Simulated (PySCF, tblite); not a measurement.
# C₅H₂FN₂ radical: geometry, infrared bands and EPR parameters

Aim: predict the infrared bands and EPR parameters of C₅H₂FN₂ radical (`N#CC1=C(F)C=N[CH]1`).

Programs: tblite 0.8.0 and PySCF 2.14.0, with density-fitted response routines of our own. Each step states its level of theory. These are calculated values for one molecule in the gas phase, unless marked as measured. Atoms count from 0, in the outputs and in this text.

## (1) Starting geometry

10 atoms, charge 0, multiplicity 2; geometry from: force field or distance geometry start.

Bonds of the start (Å): N0–C1 1.17, C1–C2 1.39, C2–C3 1.34, C3–F4 1.32, C3–C5 1.46, C5–N6 1.30, N6–C7 1.38, C7–C2 1.43, C5–H8 1.09, C7–H9 1.08.

## (2) Geometry optimisation with GFN2-xTB

Job settings and geometry (Å):

```
{"job": {"kind": "relax", "xc": "GFN2-xTB", "basis": "xTB"}, "charge": 0, "multiplicity": 2}
N      3.161200    -0.221800    -0.171200
C      1.990500    -0.160100    -0.117600
C      0.600700    -0.115000    -0.028400
C     -0.157500     0.989600    -0.024400
F      0.155800     2.274400    -0.055500
C     -1.518900     0.462800     0.068300
N     -1.587400    -0.832500     0.101200
C     -0.270300    -1.246100     0.046600
H     -2.364400     1.149200     0.103300
H     -0.000600    -2.295800     0.055400
```

The run is started by

```
OMP_NUM_THREADS=1 python probes_run.py task.json out
```

One launch serves the whole session: the jobs run in the order shown.

The program printed:

```text
step      E/eV     max force
  0    -603.22385    3.664
  1    -603.01563   11.500
  2    -603.36877    2.015
  3    -603.40044    1.007
  4    -603.41709    0.367
  5    -603.42493    0.317
  6    -603.43202    0.293
  7    -603.43591    0.193
  8    -603.43816    0.126
  9    -603.43929    0.101
 10    -603.44046    0.103
 11    -603.44154    0.117
 12    -603.44311    0.128
 13    -603.44464    0.140
 14    -603.44661    0.150
 15    -603.44830    0.102
 16    -603.44949    0.098
 17    -603.45043    0.095
 18    -603.45118    0.094
 19    -603.45188    0.069
 20    -603.45232    0.058
 21    -603.45259    0.051
 22    -603.45279    0.042
 23    -603.45301    0.047
 24    -603.45324    0.047
 25    -603.45346    0.035
 26    -603.45363    0.034
 27    -603.45376    0.033
 28    -603.45384    0.024
 29    -603.45391    0.022
 30    -603.45398    0.027
 31    -603.45409    0.037
 32    -603.45420    0.036
 33    -603.45428    0.027
 34    -603.45433    0.020
 35    -603.45437    0.020
 36    -603.45440    0.021
 37    -603.45442    0.011
 38    -603.45443    0.007
```

Wall time 0.53 s (1 thread of Intel Xeon at 2.50GHz, shared host).

Relaxation path: (not every step is listed) (the energy doesn't fall at every step)

```csv
step,energy from step 0 (eV),largest force (eV/Å)
0,0.0000,3.6638
1,0.2082,11.5000
2,-0.1449,2.0151
3,-0.1766,1.0073
4,-0.1932,0.3670
5,-0.2011,0.3174
6,-0.2082,0.2929
7,-0.2121,0.1925
8,-0.2143,0.1259
10,-0.2166,0.1025
12,-0.2193,0.1284
14,-0.2228,0.1504
16,-0.2256,0.0982
18,-0.2273,0.0942
20,-0.2285,0.0577
22,-0.2289,0.0424
24,-0.2294,0.0467
26,-0.2298,0.0343
28,-0.2300,0.0242
30,-0.2301,0.0267
32,-0.2304,0.0362
33,-0.2304,0.0269
34,-0.2305,0.0199
35,-0.2305,0.0203
36,-0.2305,0.0206
37,-0.2306,0.0112
38,-0.2306,0.0071
```

Close pairs (by a distance rule), those that changed most:

```csv
bond,before (Å),after (Å),change (Å)
C2–C3,1.340,1.388,+0.048
N6–C7,1.382,1.337,-0.044
N0–C1,1.174,1.147,-0.027
C3–C5,1.463,1.439,-0.024
C5–N6,1.298,1.316,+0.019
C5–H8,1.090,1.073,-0.017
C7–H9,1.084,1.074,-0.010
C1–C2,1.393,1.400,+0.006
```

The final coordinates are the input of the step that follows.

## (3) Vibrational analysis with GFN2-xTB

Job settings and geometry (Å):

```
{"job": {"kind": "ir", "xc": "GFN2-xTB", "basis": "xTB"}, "charge": 0, "multiplicity": 2}
N      3.176351    -0.253095    -0.139077
C      2.032769    -0.189144    -0.082029
C      0.637472    -0.119827     0.006126
C     -0.193118     0.988621    -0.078439
F      0.151983     2.265211    -0.119523
C     -1.542400     0.508748     0.061338
N     -1.535092    -0.805413     0.137808
C     -0.267666    -1.223006     0.050802
H     -2.433191     1.096931     0.170507
H     -0.018225    -2.264371    -0.030041
```

The program printed:

```text
mode    cm-1     km/mol
  1     127.1      4.28
  2     149.3      5.21
  3     264.2     13.13
  4     349.5      8.12
  5     431.9     12.75
  6     465.8     55.72
  7     508.9      6.53
  8     543.6     35.56
  9     588.6      6.35
 10     671.7     24.98
 11     742.5     21.50
 12     775.5     39.31
 13     830.6     38.05
 14     923.9    132.68
 15    1073.1      5.05
 16    1119.5      4.58
 17    1179.4     88.40
 18    1248.2     19.66
 19    1354.0     97.12
 20    1419.3    129.57
 21    1549.0    131.23
 22    2360.6    139.30
 23    3152.4      0.25
 24    3161.8      0.71
```

Run time: 0.48 s. Hardware: 1 thread of Intel Xeon at 2.50GHz, shared host.

Which atoms move in the most intense modes:

```csv
cm⁻¹,km/mol,atoms
466,55.7,"C3 37 %, H8 14 %, C5 12 %, C1 11 %"
776,39.3,"H8 32 %, C5 19 %, H9 17 %, C7 15 %"
924,132.7,"C7 27 %, C2 18 %, N6 18 %, C5 11 %"
1179,88.4,"C5 26 %, C3 19 %, N6 15 %, C2 10 %"
1354,97.1,"C3 32 %, C2 30 %, N6 12 %"
1419,129.6,"C5 35 %, N6 34 %, C7 11 %"
1549,131.2,"C2 42 %, C3 41 %"
2361,139.3,"C1 60 %, N0 39 %"
```

## (4) g tensor and hyperfine couplings: B3LYP/pcH-1

The job, as its differences from that of step 3:

```diff
@@ -1,2 +1,2 @@
-{"job": {"kind": "ir", "xc": "GFN2-xTB", "basis": "xTB"}, "charge": 0, "multiplicity": 2}
+{"job": {"kind": "epr", "basis": "pcH-1"}, "charge": 0, "multiplicity": 2}
 N      3.176351    -0.253095    -0.139077
```

Method: UKS B3LYP, pcH-1 on C F H N, non-relativistic, mean-field spin-orbit, GIAO.

The program printed:

```text
UKS, coarse grid
  cycle   1  E = -400.89785897  |g| = 4.84e-01
  cycle   2  E = -400.50527539  |g| = 1.05e+00
  cycle   3  E = -400.99076240  |g| = 1.41e-01
  cycle   4  E = -400.99660004  |g| = 7.98e-02
  cycle   5  E = -400.99884944  |g| = 2.26e-02
  cycle   6  E = -400.99907966  |g| = 8.95e-03
  cycle   7  E = -400.99912619  |g| = 3.95e-03
  cycle   8  E = -400.99914159  |g| = 1.80e-03
  cycle   9  E = -400.99914674  |g| = 8.44e-04
UKS, final grid
  cycle   1  E = -400.99914655  |g| = 1.25e-03
  cycle   2  E = -400.99914517  |g| = 2.20e-03
  cycle   3  E = -400.99914733  |g| = 3.32e-04
  cycle   4  E = -400.99914739  |g| = 1.26e-04
  cycle   5  E = -400.99914741  |g| = 1.02e-04
  cycle   6  E = -400.99914743  |g| = 3.75e-05
  cycle   7  E = -400.99914744  |g| = 1.60e-05
E = -400.99914744 Eh   <S^2> = 0.7659 (exact 0.7500)
g shifts (ppm)      1          2          3
  rmc          -161       -161       -161
  gc             -2         39         32
  oz_so          65        392       1556
  total         -98        270       1427
hyperfine (MHz)  atom isotope    a_iso     a_fc   dipolar eigenvalues
    0   14N      -0.35      -0.35     -1.11      0.34      0.77
    1   13C       2.58       2.58     -0.54      0.05      0.48
    2   13C     -26.98     -26.98    -10.21      4.75      5.46
    3   13C      14.95      14.95    -26.63    -24.19     50.82
    4   19F      59.54      59.54   -122.68   -115.08    237.76
    5   13C      31.22      31.22    -36.32    -33.95     70.27
    6   14N      -2.66      -2.66     -6.76      2.44      4.32
    7   13C      49.55      49.55    -44.22    -42.26     86.48
    8    1H     -31.99     -31.99    -17.56     -2.65     20.21
    9    1H     -37.63     -37.63    -21.11     -2.25     23.36
```

Run time: 88 s. Hardware: 1 thread of Intel Xeon at 2.50GHz, shared host; peak memory 0.78 GiB.

Principal g values 2.00222, 2.00259, 2.00375; g(iso) = 2.00285, against 2.00232 for a free electron.

Hyperfine couplings, nucleus by nucleus at this fixed geometry (no averaging over rotations):

```csv
nuclei,isotope,a(iso) (MHz),"a(iso) (G, at g = 2.0023)",largest dipolar term (MHz)
F4,19F,59.5,21.2,237.8
C7,13C,49.5,17.7,86.5
H9,1H,-37.6,-13.4,23.4
H8,1H,-32.0,-11.4,20.2
C5,13C,31.2,11.1,70.3
C2,13C,-27.0,-9.6,-10.2
C3,13C,14.9,5.3,50.8
N6,14N,-2.7,-1.0,-6.8
C1,13C,2.6,0.9,-0.5
N0,14N,-0.4,-0.1,-1.1
```

Mulliken spin populations:

```csv
atom,value (e)
N0,-0.01
C1,0.01
C2,-0.10
C3,0.26
F4,0.04
C5,0.41
N6,-0.09
C7,0.53
H8,-0.02
H9,-0.02
```

In first order the couplings over 0.8 MHz of 19F, 1H, 14N give 24 distinct lines over 48.0 G.

Orbitals, density, ELF and potential are computed afterwards from the orbital file.

ELF in a plane through or near 10 of the atoms.

Values, 10 rows by 14 columns:
```
0.00 0.00 0.00 0.00 0.00 0.00 0.00 0.00 0.00 0.00 0.00 0.00 0.00 0.00
0.00 0.00 0.00 0.00 0.00 0.00 0.00 0.02 0.01 0.00 0.00 0.00 0.00 0.00
0.00 0.00 0.00 0.01 0.01 0.00 0.42 0.82 0.73 0.07 0.00 0.00 0.00 0.00
0.00 0.04 0.58 0.58 0.39 0.11 0.09 0.77 0.45 0.01 0.27 0.05 0.00 0.00
0.00 0.42 0.95 0.29 0.77 0.71 0.63 0.19 0.93 0.77 1.00 0.97 0.00 0.00
0.00 0.14 0.75 0.66 0.76 0.79 0.22 0.29 0.62 0.45 0.71 0.44 0.00 0.00
0.00 0.00 0.04 0.16 0.11 0.03 0.58 0.44 0.37 0.88 0.18 0.00 0.00 0.00
0.00 0.00 0.00 0.00 0.00 0.85 1.00 0.59 0.43 0.86 0.27 0.00 0.00 0.00
0.00 0.00 0.00 0.00 0.00 0.10 0.79 0.06 0.00 0.01 0.00 0.00 0.00 0.00
0.00 0.00 0.00 0.00 0.00 0.00 0.00 0.00 0.00 0.00 0.00 0.00 0.00 0.00
```
The map spans 11.5 Å across and 9.7 Å up, centred on the molecule. Atoms in the plane (x, y in Å): N0 (-3.1, 0.6), C1 (-2.0, 0.3), C2 (-0.6, 0.0), C3 (0.4, 0.9), F4 (0.4, 2.2), C5 (1.6, 0.1), N6 (1.3, -1.2), C7 (0.0, -1.3), H8 (2.6, 0.4), H9 (-0.6, -2.2).

log10 of the density (e/Å³) in the same plane.

Ten even steps from ' ' (-4.0) to '@' (1.9):
```
                                                        
                                                        
                        ..::----::..                    
                      ::--========--..                  
        ....::::::....--==**####**==--..                
      ..::----------::--++##%%%%##++--::....            
    ::--====++++========++**####**++==------::..        
  ..--==++********++++++++**####**++++++====--::        
  ::--==**##@@######******########********++==::..      
  ::--==**##%%####@@####%%####**##@@####**++==::..      
  ..::==++************######****######**++==--::..      
    ::--====++++++++++**######**####**++==--::..        
      ..::----------==++**@@%%##%%%%**++==--::          
        ....::::::--==++####****####**++==--..          
                ..--==++****++++++++====--::            
                ..::--==++++========----::..            
                  ..::--------::::::....                
                      ....::....                        
                                                        
                                                        
```
The map spans 11.5 Å across and 9.7 Å up, centred on the molecule. Atoms in the plane (x, y in Å): N0 (-3.1, 0.6), C1 (-2.0, 0.3), C2 (-0.6, 0.0), C3 (0.4, 0.9), F4 (0.4, 2.2), C5 (1.6, 0.1), N6 (1.3, -1.2), C7 (0.0, -1.3), H8 (2.6, 0.4), H9 (-0.6, -2.2).

On the surface of density 0.002 e/bohr³ the electrostatic potential runs, from the 1st to the 99th percentile, from -1.65 V near N0 to 1.74 V near H8.

The spin density lies nearest to C5, C7 about 28 % each; C3 18 %; N6 6 % (beta excess).

## (5) What came out

```
                                 quantity                  value
strongest single infrared mode (GFN2-xTB)  2361 cm⁻¹, 139 km/mol
             zero-point energy (GFN2-xTB)          35.7 kcal/mol
                           g(iso) (B3LYP)                2.00285
                                     ⟨S²⟩     0.766 (exact 0.75)
                           largest a(iso)    19F on F4, 59.5 MHz
    surface potential, 1st and 99th percentile     -1.65 V and 1.74 V
```

The optimisation took 38 steps and gained 0.231 eV; among the close pairs (by a distance rule), C2–C3 changed most, from 1.340 to 1.388 Å. All 24 modes are real, so the xTB geometry is a minimum. The strongest single mode, at 2361 cm⁻¹, moves mainly C1 and N0. GFN2-xTB is a fitted tight-binding method: band positions and strengths are rough. Its intensities can rank the bands wrongly. The largest spin populations lie on C7 (0.53 e), C5 (0.41 e). The isotropic g lies 0.5 ppt above the free-electron value.
